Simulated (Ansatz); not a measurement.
**CH4AlFO2: basis-set convergence**

The task here is to estimate one member of a computed series from the others.

Program: Ansatz 0.2.0, Gaussian basis. Level of theory: one geometry, several basis sets. These are calculated values, not measurements.

Plan: PBE0-D4/def2-SVP; ωB97M-V/def2-SVP; PBE0-D4/def2-QZVPP; ωB97M-V/def2-QZVPP; CCSD(T)/cc-pV(D+d)Z; CCSD(T)/cc-pV(T+d)Z; CCSD(T)/cc-pV(Q+d)Z; the functionals' def2-TZVPP values are taken from earlier runs.

### The relaxed structure

An earlier PBE0-D4 in a triple-zeta def2 set relaxation fixed the geometry.

9 atoms, charge 0, spin multiplicity 1.

Atoms are counted from 1 here; the program's logs count them from 0.

Bond lengths: C1–O2 1.400 Å, C1–H6 1.094 Å, C1–H7 1.094 Å, C1–H8 1.096 Å, O2–Al3 1.668 Å, Al3–O4 1.684 Å, Al3–F5 1.642 Å, O4–H9 0.955 Å. Angles: O2–C1–H6 109.8°, O2–C1–H7 109.8°, O2–C1–H8 112.5°, H6–C1–H7 108.0°, H6–C1–H8 108.3°, H7–C1–H8 108.3°, C1–O2–Al3 135.0°, O2–Al3–O4 120.7°, O2–Al3–F5 118.5°, O4–Al3–F5 120.8°, Al3–O4–H9 123.6°.

Coordinates:

```mol
CH4AlFO2
  3D, bonds by distance, orders not assigned

  9  8  0  0  0  0  0  0  0  0999 V2000
    0.1775   -1.5112   -0.5415 C   0  0
    0.6779   -0.2042   -0.5898 O   0  0
    0.2673    1.2440    0.1286 Al  0  0
   -1.0339    1.3364    1.1937 O   0  0
    1.1605    2.5756   -0.2266 F   0  0
    0.9569   -2.1945   -0.1901 H   0  0
   -0.1253   -1.8302   -1.5436 H   0  0
   -0.6874   -1.6053    0.1247 H   0  0
   -1.3049    2.1431    1.6276 H   0  0
  1  2  8  0
  2  3  8  0
  3  4  8  0
  3  5  8  0
  1  6  8  0
  1  7  8  0
  1  8  8  0
  4  9  8  0
M  END
```

Set-up of the first run:

Input file in.yaml:

```yaml
crystal:
  periodic: [false, false, false]
  atoms:
    - {symbol: C, position_ang: [0.177462, -1.511210, -0.541463]}
    - {symbol: O, position_ang: [0.677928, -0.204175, -0.589819]}
    - {symbol: Al, position_ang: [0.267258, 1.243956, 0.128594]}
    - {symbol: O, position_ang: [-1.033927, 1.336393, 1.193656]}
    - {symbol: F, position_ang: [1.160467, 2.575606, -0.226649]}
    - {symbol: H, position_ang: [0.956856, -2.194502, -0.190122]}
    - {symbol: H, position_ang: [-0.125304, -1.830237, -1.543631]}
    - {symbol: H, position_ang: [-0.687384, -1.605278, 0.124709]}
    - {symbol: H, position_ang: [-1.304856, 2.143147, 1.627627]}
basis:
  gaussian: {orbitals: def2-SVP}
hamiltonian: {xc: pbe0, dispersion: d4}
output: {orbitals: {seedname: orbitals}}
```

Started as:

```
$ ansatz run in.yaml --threads 2 --pin off --events-out ev --progress --plain --max-ram 32768MiB --backend cpu
```

Steps of the session up to this table: PBE0-D4 in def2-SVP; ωB97M-V in def2-SVP; PBE0-D4 in def2-QZVPP; ωB97M-V in def2-QZVPP.

One table of the session follows, with a row left open; its other results are not shown here.

| functional | basis | HOMO (eV) |
| --- | --- | --- |
| PBE0-D4 | def2-SVP | -8.14 |
| PBE0-D4 | def2-TZVPP | -8.35 |
| PBE0-D4 | def2-QZVPP | -8.39 |
| ωB97M-V | def2-SVP | ? |
| ωB97M-V | def2-TZVPP | -10.77 |
| ωB97M-V | def2-QZVPP | -10.81 |

Estimate the missing values for ωB97M-V, def2-SVP.

**Answer.** HOMO (eV): -10.53. In the column «HOMO (eV)» it lies between ωB97M-V, def2-TZVPP (-10.77) and PBE0-D4, def2-QZVPP (-8.39).
